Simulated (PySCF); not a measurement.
**GaHF (SMILES [F][GaH]): a first try and a second**

Aim: the polarisability of GaHF at UHF-D3(BJ)/LANL08 (core potential).

The calculation is run with PySCF 2.14.0.

4 further runs of the same task are left out: 1 that didn't finish, 3 set aside as unsound or not needed.

### Step 1. Starting point

The species is GaHF (3 atoms), meant as a doublet with charge 0. As SMILES, `[F][GaH]`. Geometry: relaxed at PBE0-D4/def2-TZVP.

Bond lengths: F1–Ga2 1.767 Å, Ga2–H3 1.610 Å. Angles: F1–Ga2–H3 114.1°.

### Step 2. First attempt

Contents of job.py:

```python
import numpy
from pyscf import gto, scf
from pyscf.prop.polarizability import uhf

system = gto.M(
    atom='F -1.252000 0.451400 -0.644800; Ga 0.292400 0.469800 0.214100; H 0.948600 -0.985900 0.417400',
    basis={'default': 'lanl08', 'F': '6-311g**', 'H': '6-311g**'},
    verbose=3,
    max_memory=1860,
    spin=1,
    charge=0,
    ecp={'Ga': 'lanl08'},
)

hf = scf.UHF(system)
hf.max_cycle = 100
hf.conv_tol = 0.1
hf.disp = 'd3bj'
hf.kernel()
if not hf.converged:
    hf = hf.newton().run(hf.mo_coeff, hf.mo_occ)

e_tot = hf.e_tot
print('E(%s) = %.9f' % ('HF', e_tot))
pol = uhf.Polarizability(hf)
alpha = pol.polarizability()
print('isotropic polarizability %.4f bohr^3' % (numpy.trace(alpha) / 3))
alpha_w = pol.polarizability_with_freq(freq=0.0774)
beta = pol.hyper_polarizability()
```

Run with:

```console
OMP_NUM_THREADS=1 python job.py
```

Output:

```text
converged SCF energy = -102.020312358573  <S^2> = 0.76014319  2S+1 = 2.0101176
E(HF) = -102.020312359
isotropic polarizability 25.5119 bohr^3
```

It took 0.93 s on 1 thread of Arm Neoverse V2, shared host; peak memory 0.12 GiB.

### Step 3. Reading the log

The program ended normally, but the settings are unsound, so its numbers aren't properties of the molecule.

The fault: the convergence setting is far too loose. To mend it: convergence threshold at its default in place of 0.1.

### Step 4. Second attempt

Contents of job.py:

```python
# [F][GaH]
import numpy
from pyscf import gto
from pyscf.prop.polarizability import uhf

system = gto.M(
    atom='F -1.252000 0.451400 -0.644800; Ga 0.292400 0.469800 0.214100; H 0.948600 -0.985900 0.417400',
    ecp={'Ga': 'lanl08'},
    spin=1,
    basis={'default': 'lanl08', 'F': '6-311g**', 'H': '6-311g**'},
    verbose=3,
    max_memory=1860,
)

calc0 = system.UHF()
calc0.max_cycle = 100
calc0.disp = 'd3bj'
calc0.kernel()
if not calc0.converged:
    calc0 = calc0.newton().run(calc0.mo_coeff, calc0.mo_occ)

energy = calc0.e_tot
print('Final energy', energy)
pol = uhf.Polarizability(calc0)
alpha = pol.polarizability()
print('isotropic polarizability %.4f bohr^3' % (numpy.trace(alpha) / 3))
alpha_w = pol.polarizability_with_freq(freq=0.0774)
beta = pol.hyper_polarizability()
```

Run with:

```console
OMP_NUM_THREADS=1 python job.py
```

Output:

```text
converged SCF energy = -102.033200754053  <S^2> = 0.76114475  2S+1 = 2.0111139
Final energy -102.03320075405284
isotropic polarizability 24.2534 bohr^3
```

It took 0.99 s on 1 thread of Arm Neoverse V2, shared host; peak memory 0.12 GiB.

### Step 5. Summary of results

At UHF-D3(BJ)/LANL08 (core potential):

| quantity | value |
| --- | --- |
| total energy | -102.03320 Eh |
| dipole moment | 3.12 D |
| HOMO energy (highest over α and β) | -9.23 eV |
| LUMO energy (lowest over α and β) | 0.40 eV |
| dispersion energy | -24.30 kJ/mol |
| ⟨S²⟩ | 0.761 |
| mean static polarisability | 24.3 bohr³ |
| mean polarisability at ω = 0.0774 Eh | 27.8 bohr³ |

**Reading.** The first attempt's energy was +0.351 eV off this one. Mulliken charges run from -0.70 on F1 to +0.93 on Ga2; they depend strongly on the basis.
